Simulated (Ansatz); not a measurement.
# WSe2: the cost of one run

Program: Ansatz 0.2.0. Level of theory: DFT, levels as named, plane waves, PAW. These are calculated values, not measurements.

### 1 Starting point

Symmetry: P6_3/mmc, No. 194, hexagonal system. Conventional cell: a = 3.290 Å, b = 3.290 Å, c = 12.970 Å, α = 90.00°, β = 90.00°, γ = 120.00°. W (site symmetry -6m2) is surrounded by 6 Se at 2.53 Å. Se (site symmetry 3m) is surrounded by 3 W at 2.53 Å.

Coordinates:

```
CELL_PARAMETERS angstrom
3.29000 0.00000 0.00000
-1.64500 2.84922 0.00000
0.00000 0.00000 12.97000
ATOMIC_POSITIONS crystal
W 0.33333 0.66667 0.25000
W 0.66667 0.33333 0.75000
Se 0.33333 0.66667 0.62100
Se 0.66667 0.33333 0.12100
Se 0.33333 0.66667 0.87900
Se 0.66667 0.33333 0.37900
```

### 2 Relaxation with PBE

input.yaml reads:

```yaml
crystal:
  lattice:
    - [3.29, 0.0, 0.0]
    - [-1.645, 2.84922358, 0.0]
    - [0.0, 0.0, 12.97]
  atoms:
    - { symbol: W, position: [0.33333333, 0.66666667, 0.25] }
    - { symbol: W, position: [0.66666667, 0.33333333, 0.75] }
    - { symbol: Se, position: [0.33333333, 0.66666667, 0.621] }
    - { symbol: Se, position: [0.66666667, 0.33333333, 0.121] }
    - { symbol: Se, position: [0.33333333, 0.66666667, 0.879] }
    - { symbol: Se, position: [0.66666667, 0.33333333, 0.379] }
  symmetry: { tolerance: 0.0003 }
hamiltonian:
  xc: pbe
  pseudopotentials: { kind: paw, azcp: { folder: soft_1 } }
basis:
  ecutwfc: 420
magnetization:
  spin_polarized: false
scf:
  occupations: { method: fermi_dirac, width: 0.02 }
kpoints:
  mp_grid: { grid: [12, 12, 2], shift: [0, 0, 0] }
output:
  forces: true
  stress: true
  eigenvalues: true
relax:
  max_steps: 60
  cell: {}
```

On the command line:

```sh
$ ansatz run input.yaml --threads 2 --pin off --max-ram 5632MiB --backend cpu --events-out ev --progress --plain --runs-dir out
```

**Question.** How long does this run take on 2 threads of Arm Neoverse V2, shared host, and how much memory does it need?

About 1.8 min, with a peak of 0.57 GiB.
